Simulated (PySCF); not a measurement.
# B8H9N (closo-1-NB8 (H on N)): the cost of one run

Computed with PySCF 2.14.0 and routines of our own; the level stands in each step. Atoms count from 0.

## 1. The system as given

18 atoms, charge 0, multiplicity 1; geometry from: GFN2-xTB.

## 2. Magnetic properties: GIAO KT3/def2-SVP

The job: settings as JSON, then the geometry in Å.

```
{"job": {"kind": "mag", "xc": "KT3", "basis": "def2-SVP"}, "charge": 0, "multiplicity": 1}
B     -1.034400    -0.929200     0.313040
B      1.003200     0.703920     0.731650
N     -0.044240    -0.283880     1.335300
B      1.448060     0.096680    -0.772730
B     -0.953710     0.807610     0.690020
B     -1.394420     0.249400    -0.834170
B     -0.007090    -0.650830    -1.285380
B      0.915850    -1.033030     0.356560
B      0.079460     1.118990    -0.905480
H     -1.678930    -1.813640     0.749920
H      1.607190     1.324080     1.531280
H     -0.076400    -0.495730     2.321830
H      2.480970     0.165220    -1.322700
H     -1.522630     1.490110     1.463970
H     -2.389810     0.426360    -1.428110
H     -0.021790    -1.318560    -2.252280
H      1.441900    -1.980450     0.819790
H      0.146770     2.122940    -1.512510
```

Method: GIAO KT3/def2-SVP magnetisability, rotational g tensor and spin-rotation constants, non-relativistic, gas phase.

The run is started by

```bash
> OMP_NUM_THREADS=1 python excited_run.py task.json out
```

One launch serves the whole session: the jobs run in the order shown.

**Question.** How long does this first job take on 1 thread of Arm Neoverse V1, shared host, and how much memory does it need?

About 46 s, with a peak of 0.55 GiB.
